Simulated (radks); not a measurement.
# Taking charge from the 3d level of Ba in fractions

One table from this session's results is given with a row withheld; the runs are named, their logs left out.

Method: scalar-relativistic Kohn-Sham, r2SCAN, spin-unpolarised, spherical densities, finite nucleus. Code: radks (a radial shooting solver on a logarithmic mesh, Libxc functionals) version 1.

### The system

```
element            : barium (Z = 56)
charge             : 0
electrons          : 56
configuration      : [Xe] 6s2
nuclear rms radius : 4.8378 fm
```

The outer shells:

Ba
```
[Xe] core
6s [↑↓]
```

The first run:

Input:

```text
Z 56
configuration [Xe] 6s2
relativity scalar-relativistic
functional r2scan,r2scan
spin unpolarised
nucleus finite rms 4.8378 fm
c 137.035999084
```

Among the steps run: Start: [Xe] 6s2.

One table of the session follows, with a row left open; its other results are not shown here.

It belongs to the step «Start: [Xe] 6s2». Sizes of the orbitals, from the radial functions (bohr):

```
level     <r>  outermost maximum (interpolated)  90 % within  nodes
   3p  0.2896                             0.260        0.434      1
   3d  0.2666                             0.215        0.417      0
   4s  0.6744                             0.625        0.968      3
   4p  0.7157                             0.654         1.04      2
   4d  0.8008                             0.695         1.21      1
   5s   1.647                              1.48         2.37      4
   5p       ?                                 ?            ?      ?
   6s   4.887                              4.23         7.12      5
```

**Question.** Estimate the row for 5p.

As computed: <r>: 1.919; outermost maximum (interpolated): 1.67; 90 % within: 2.81; nodes: 3. In the column «<r>» it lies between 5s (1.647) and 6s (4.887).
